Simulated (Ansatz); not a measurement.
Consider an equation of state with a fit of Sn, space group Im-3m (Ansatz 0.2.0 through its Python package).

`eos_sn.py`
```python
# -*- coding: utf-8 -*-
"""Bulk modulus of Sn from an E(V) curve."""

import warnings

import ansatz as az
import numpy as np
from scipy.optimize import curve_fit

VECTORS = np.array([
    [-1.894652, 1.894652, 1.894652],
    [1.894652, -1.894652, 1.894652],
    [1.894652, 1.894652, -1.894652],
])
SITES = [
    ("Sn", [0.0, 0.0, 0.0]),
]


def make_crystal(cell):
    crystal = az.Crystal(lattice=az.Lattice.of(cell))
    for symbol, position in SITES:
        crystal = crystal.atom(symbol, position)
    return crystal

def vinet(v, e0, v0, b0, b1):
    eta = (v / v0) ** (1 / 3)
    return e0 + 2 * b0 * v0 / (b1 - 1) ** 2 * (2 - (5 + 3 * b1 * (eta - 1) - 3 * eta) * np.exp(-1.5 * (b1 - 1) * (eta - 1)))

warnings.simplefilter("ignore", az.DeckWarning)

# uniform scaling of the cell
volumes, energies, pressures = [], [], []
for scale in np.linspace(0.95, 1.07, 5):
    cell = VECTORS * scale ** (1 / 3)
    calculation = make_crystal(cell).calculation()
    calculation = calculation.functional("pbesol").occupations(az.OccupationsMethod.METHFESSEL_PAXTON, width=0.1)
    calculation = calculation.basis(500)
    calculation = calculation.kpoints(11, 11, 11)
    calculation = calculation.stress()
    r = calculation.run(threads=1).report
    volumes.append(abs(np.linalg.det(cell)) / len(SITES))
    energies.append(r["free_energy_ev"] / len(SITES))
    pressures.append(np.trace(r["stress_gpa"]) / 3)
    print(f"V = {volumes[-1]:8.4f} A^3/atom  F = {energies[-1]:.5f} eV/atom  P = {pressures[-1]:8.3f} GPa")

guess = (min(energies), volumes[int(np.argmin(energies))], 0.5, 4.5)
(e0, v0, b0, b1), _ = curve_fit(vinet, np.array(volumes), np.array(energies), p0=guess, maxfev=20000)
print(f"Vinet fit: V0 = {v0:.4f} A^3/atom, B0 = {160.21766 * b0:.1f} GPa, B1 = {b1:.2f}")
print("largest residual", round(1000 * float(np.abs(vinet(np.array(volumes), e0, v0, b0, b1) - energies).max()), 3), "meV/atom")
```

Where does the minimum lie against the volume typed, and how stiff is the crystal?

A third-order Birch-Murnaghan fit through the 5 points (the script's own form differs a little) has its minimum at 26.33 Å³ an atom, 3.2 % below the typed cell, with a bulk modulus of 53 GPa and dB/dP = 4.0. From that minimum the energy rises by 1.5 meV an atom on the compressed side and 41.0 meV on the expanded side. The window is off centre, so dB/dP is rough.

The output:

Output of `python eos_sn.py`:
```text
V =  25.8447 A^3/atom  F = -5949.74293 eV/atom  P =    1.028 GPa
V =  26.6609 A^3/atom  F = -5949.74374 eV/atom  P =   -0.654 GPa
V =  27.4770 A^3/atom  F = -5949.73670 eV/atom  P =   -2.074 GPa
V =  28.2932 A^3/atom  F = -5949.72295 eV/atom  P =   -3.293 GPa
V =  29.1093 A^3/atom  F = -5949.70344 eV/atom  P =   -4.340 GPa
Vinet fit: V0 = 26.3265 A^3/atom, B0 = 52.8 GPa, B1 = 3.98
largest residual 0.005 meV/atom
```

Reading the output:
- Absolute energies stand on the zero of these potentials, so only differences at equal settings mean something.
- For a metal this k-point mesh is coarse: on a finer one energies can move by several to tens of meV an atom and pressures by half a GPa or more, differences at one mesh by less.
- Pressure is positive in compression.
- This isn't the structure that Sn takes at ambient conditions.
- Finished in 6.4 s on 1 thread of Arm Neoverse V1 (shared host), peak memory 0.4 GiB.
